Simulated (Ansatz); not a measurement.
# Cd4SbO: the cost of one run

Method: DFT PBE, scalar-relativistic, plane waves, PAW, in Ansatz 0.2.0.

1 further run of the same task is left out (it didn't finish).

### Step 1. The system as given

It takes space group P-43m (No. 215, cubic). The conventional cell has a = 5.732 Å, b = 5.732 Å, c = 5.732 Å, α = 90.00°, β = 90.00°, γ = 90.00°. Cd (site symmetry 3m) is surrounded by 1 O at 2.18 Å. Sb (site symmetry -43m) has 4 Cd at 2.78 Å as nearest neighbours. Around O (site symmetry -43m) lie 4 Cd at 2.18 Å.

Coordinates:

```
CELL_PARAMETERS angstrom
5.73169 0.00000 0.00000
0.00000 5.73169 0.00000
0.00000 0.00000 5.73169
ATOMIC_POSITIONS crystal
Cd 0.21997 0.21997 0.21997
Cd 0.21997 0.78003 0.78003
Cd 0.78003 0.78003 0.21997
Cd 0.78003 0.21997 0.78003
Sb 0.50000 0.50000 0.50000
O 0.00000 0.00000 0.00000
```

It is the end of an earlier relaxation with the same method, from a database cell with other species swapped in; it needn't be the stable form of this composition. At a tolerance of 0.05 Å it has space group P-43m (No. 215); it has 31.38 Å³/atom, an uncorrected energy of -0.03 eV/atom over the elements.

### Step 2. Bands, states and charges

Input file input.yaml:

```yaml
crystal:
  lattice:
    - [5.7316940891, 0.0, 0.0]
    - [0.0, 5.7316940891, 0.0]
    - [0.0, 0.0, 5.7316940891]
  atoms:
    - { symbol: Cd, position: [0.2199694063, 0.2199694063, 0.2199694063] }
    - { symbol: Cd, position: [0.2199694063, 0.7800305937, 0.7800305937] }
    - { symbol: Cd, position: [0.7800305937, 0.7800305937, 0.2199694063] }
    - { symbol: Cd, position: [0.7800305937, 0.2199694063, 0.7800305937] }
    - { symbol: Sb, position: [0.5, 0.5, 0.5] }
    - { symbol: O, position: [0.0, 0.0, 0.0] }
basis:
  ecutwfc: 420
kpoints:
  mp_grid: { grid: [8, 8, 8] }
  band_path:
    path:
      - [[0.0, 0.0, 0.0], [0.0, 0.5, 0.0], [0.5, 0.5, 0.0], [0.0, 0.0, 0.0], [0.5, 0.5, 0.5], [0.0, 0.5, 0.0]]
      - [[0.5, 0.5, 0.5], [0.5, 0.5, 0.0]]
    npoints: 14
hamiltonian:
  xc: pbe
scf:
  occupations: { method: gaussian, width: 0.1 }
  n_extra_bands: 15
output:
  forces: true
  stress: true
  eigenvalues: true
  populations: true
  dos: { projected: true, de: 0.02, nscf_kmesh: { grid: [10, 10, 10] } }
  bader: true
  write_density: true
  write_potential: true
  elf: true
  volumetric_format: npy
```

Launch:

```bash
$ ansatz run input.yaml --threads 1 --pin off --max-ram 2560MiB --backend cpu --events-out ev --progress --plain --runs-dir out
```

**Question.** How long does this run take on 1 thread of Intel Xeon at 2.70GHz, shared host, and how much memory does it need?

About 3 min, with a peak of 0.9 GiB.
